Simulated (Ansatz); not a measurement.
# C2H3NOSe: the cost of one run

Method: the settings change from run to run; program: Ansatz 0.2.0, Gaussian basis.

### Step 1. The relaxed structure

The structure was relaxed beforehand with PBE0-D4 in a triple-zeta def2 set.

8 atoms, charge 0, spin multiplicity 1.

Atoms are counted from 1 here; the program's logs count them from 0.

Bond lengths: N1–C2 1.364 Å, N1–H6 1.008 Å, N1–H7 1.009 Å, C2–Se3 2.175 Å, C2–C4 1.458 Å, C2–H8 1.083 Å, Se3–C4 1.886 Å, C4–O5 1.190 Å. Angles: C2–N1–H6 116.6°, C2–N1–H7 116.3°, H6–N1–H7 113.2°, N1–C2–Se3 123.7°, N1–C2–C4 121.4°, N1–C2–H8 116.4°, Se3–C2–C4 58.6°, Se3–C2–H8 105.3°, C4–C2–H8 117.8°, C2–Se3–C4 41.3°, C2–C4–Se3 80.0°, C2–C4–O5 139.3°, Se3–C4–O5 140.4°.

Geometry (Å):

```
N    -0.8978    0.7172    0.4149
C     0.1381   -0.1698    0.4188
Se    0.2489   -1.9015   -0.8919
C     1.0930   -0.2286   -0.6819
O     1.8961    0.4667   -1.2172
H    -1.6894    0.4896    0.9960
H    -1.1595    1.0945   -0.4831
H     0.4629   -0.5253    1.3888
```

### Step 2. LC-wPBE/aug-cc-pVDZ

Options: multiplicity 3, density fitting with cc-pVTZ-jkfit.

Contents of in.yaml:

```yaml
crystal:
  periodic: [false, false, false]
  atoms:
    - {symbol: N, position_ang: [-0.897845, 0.717190, 0.414890]}
    - {symbol: C, position_ang: [0.138122, -0.169790, 0.418815]}
    - {symbol: Se, position_ang: [0.248943, -1.901546, -0.891910]}
    - {symbol: C, position_ang: [1.092975, -0.228550, -0.681907]}
    - {symbol: O, position_ang: [1.896118, 0.466712, -1.217200]}
    - {symbol: H, position_ang: [-1.689373, 0.489609, 0.995956]}
    - {symbol: H, position_ang: [-1.159511, 1.094488, -0.483064]}
    - {symbol: H, position_ang: [0.462871, -0.525311, 1.388819]}
basis:
  gaussian: {orbitals: aug-cc-pVDZ, fitting: {mean_field: cc-pVTZ-jkfit}}
magnetization: {spin_polarized: true, initial_magnetization: 2}
hamiltonian: {xc: {name: LC-wPBE}}
output: {forces: true}
```

Started as:

```
> ansatz run in.yaml --threads 4 --pin off --events-out ev --progress --plain --max-ram 10444MiB
```

What time and memory should one allow on 4 threads of Arm Neoverse V2, shared host?

About 10 s, with a peak of 0.49 GiB.
